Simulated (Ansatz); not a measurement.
# C₂H₉NO₃Si: a ladder of functionals and wavefunction methods

Aim: compute C₂H₉NO₃Si with functionals from several rungs and with coupled cluster. The yardstick is the atomisation energy at the CCSD(T) limit.

Program: Ansatz 0.2.0, Gaussian basis. Level of theory: functionals in def2-TZVPP, the program's frozen cores in correlated methods. These are calculated values, not measurements.

Levels to be run: LDA (SPW92), PBE-D4, revPBE-D4, BLYP-D4, r2SCAN-D4, B97M-V, PBE0-D4, B3LYP-D4, r2SCANh-D4, r2SCAN0-D4, HSE06-D4, BHLYP-D4, CAM-B3LYP-D4, LC-ωPBE, ωB97X-V, ωB97M-V, B2PLYP, PBE-QIDH; CCSD(T)/def2-SVP; CCSD(T)/def2-TZVPP; MP2/def2-QZVPP; extrapolation to the limit; RPA on PBE.

### 1 Structure used throughout

All runs share one geometry, relaxed beforehand with PBE0-D4 in a triple-zeta def2 set.

SMILES `CN(C)[Si](O)(O)O`, 16 atoms, charge 0, spin multiplicity 1.

Atoms are counted from 1 here; the program's logs count them from 0.

Bond lengths: C1–N2 1.442 Å, C1–H8 1.100 Å, C1–H9 1.098 Å, C1–H10 1.089 Å, N2–C3 1.444 Å, N2–Si4 1.700 Å, C3–H11 1.092 Å, C3–H12 1.099 Å, C3–H13 1.098 Å, Si4–O5 1.636 Å, Si4–O6 1.641 Å, Si4–O7 1.641 Å, O5–H14 0.958 Å, O6–H15 0.958 Å, O7–H16 0.957 Å. Angles: N2–C1–H8 111.8°, N2–C1–H9 110.8°, N2–C1–H10 110.4°, H8–C1–H9 107.2°, H8–C1–H10 108.5°, H9–C1–H10 108.0°, C1–N2–C3 113.8°, C1–N2–Si4 125.0°, C3–N2–Si4 120.8°, N2–C3–H11 110.7°, N2–C3–H12 111.8°, N2–C3–H13 111.0°, H11–C3–H12 108.0°, H11–C3–H13 107.8°, H12–C3–H13 107.4°, N2–Si4–O5 111.7°, N2–Si4–O6 104.6°, N2–Si4–O7 115.8° and more.

Coordinates:

```xyz
16
C2H9NO3Si
C     1.24205    0.36418    1.19930
N     0.43082   -0.21443    0.15671
C     0.78150   -1.57747   -0.16490
Si   -0.94373    0.51558   -0.52756
O    -1.07740    0.17877   -2.12279
O    -0.75872    2.11676   -0.21710
O    -2.39031   -0.02545    0.02644
H     1.15193   -0.19368    2.14276
H     2.30347    0.35662    0.91758
H     0.94908    1.39763    1.37992
H     0.15165   -1.95705   -0.97153
H     0.66365   -2.24507    0.70030
H     1.82711   -1.64830   -0.49347
H    -0.37363    0.52070   -2.67547
H    -1.55925    2.64133   -0.26190
H    -2.42123   -0.25272    0.95583
```

### 2 LDA

This LDA is Slater exchange with PW92 correlation.

in.yaml reads:

```yaml
crystal:
  periodic: [false, false, false]
  atoms:
    - {symbol: C, position_ang: [1.242050, 0.364178, 1.199296]}
    - {symbol: N, position_ang: [0.430823, -0.214425, 0.156705]}
    - {symbol: C, position_ang: [0.781502, -1.577470, -0.164904]}
    - {symbol: Si, position_ang: [-0.943735, 0.515576, -0.527562]}
    - {symbol: O, position_ang: [-1.077399, 0.178771, -2.122794]}
    - {symbol: O, position_ang: [-0.758720, 2.116763, -0.217098]}
    - {symbol: O, position_ang: [-2.390312, -0.025448, 0.026436]}
    - {symbol: H, position_ang: [1.151931, -0.193683, 2.142758]}
    - {symbol: H, position_ang: [2.303471, 0.356618, 0.917585]}
    - {symbol: H, position_ang: [0.949080, 1.397634, 1.379923]}
    - {symbol: H, position_ang: [0.151647, -1.957050, -0.971530]}
    - {symbol: H, position_ang: [0.663648, -2.245068, 0.700295]}
    - {symbol: H, position_ang: [1.827114, -1.648301, -0.493468]}
    - {symbol: H, position_ang: [-0.373626, 0.520697, -2.675471]}
    - {symbol: H, position_ang: [-1.559246, 2.641326, -0.261898]}
    - {symbol: H, position_ang: [-2.421229, -0.252716, 0.955826]}
basis:
  gaussian: {orbitals: def2-TZVPP}
hamiltonian: {xc: lda}
output: {orbitals: {seedname: orbitals}}
```

Run with:

```
ansatz run in.yaml --threads 2 --pin off --events-out ev --progress --plain --max-ram 32768MiB --backend cuda --devices 0, --max-vram 18GiB
```

The runs that follow: PBE-D4 (GGA); revPBE-D4 (GGA); BLYP-D4 (GGA); r2SCAN-D4 (meta-GGA); B97M-V (meta-GGA); B3LYP-D4 (hybrid); r2SCANh-D4 (hybrid); r2SCAN0-D4 (hybrid); HSE06-D4 (hybrid); BHLYP-D4 (hybrid); CAM-B3LYP-D4 (range-separated); LC-ωPBE (range-separated); ωB97X-V (range-separated); ωB97M-V (range-separated); B2PLYP (double hybrid); PBE-QIDH (double hybrid); CCSD(T) in def2-SVP; CCSD(T) in def2-TZVPP; MP2 in def2-QZVPP; RPA on PBE orbitals.

Q: Predict the results of all the runs planned. Wanted: atomisation energy, CCSD(T)/CBS; farthest beyond LDA; mean size of error, GGA; mean size of error, meta-GGA; mean size of error, hybrid; mean size of error, range-separated; mean size of error, double hybrid; gap, smallest and largest; T1 diagnostic.

**Answer**, as computed:

| quantity | value |
| --- | --- |
| atomisation energy, CCSD(T)/CBS | 1530.2 kcal/mol |
| functionals within 7.7 kcal/mol (0.5 %) | BLYP-D4, r2SCAN-D4, CAM-B3LYP-D4, ωB97X-V, ωB97M-V |
| farthest beyond LDA | BHLYP-D4 (-57.0 kcal/mol) |
| mean size of error, GGA | 15.8 kcal/mol |
| mean size of error, meta-GGA | 7.1 kcal/mol |
| mean size of error, hybrid | 23.0 kcal/mol |
| mean size of error, range-separated | 4.7 kcal/mol |
| mean size of error, double hybrid | 21.6 kcal/mol |
| gap, smallest and largest | 4.62 eV (BLYP-D4), 11.83 eV (LC-ωPBE) |
| T1 diagnostic | 0.0107 |
| triples share of the correlation energy | 3.6 % |

What this shows: The LDA atomisation energy is off by 222.0 kcal/mol (15 %): it overbinds. PBE-D4 misses by +19.2 kcal/mol. Double hybrids carry the basis error of their MP2 part in triple zeta, and no dispersion term here, so their miss is partly the set-up's. The rungs range-separated, meta-GGA miss on average by less than the doubt on the reference (7.7 kcal/mol), so they tie. Misses under about 7.7 kcal/mol are within the doubt on the reference itself, which lacks core-valence correlation, relativity and higher excitations. Hartree-Fock recovers 71 % of the binding; the rest is correlation. CCSD(T) in def2-SVP is off by -110.2 kcal/mol, which most functionals beat. Orbital gaps span 4.6 to 11.8 eV; exact exchange widens them.
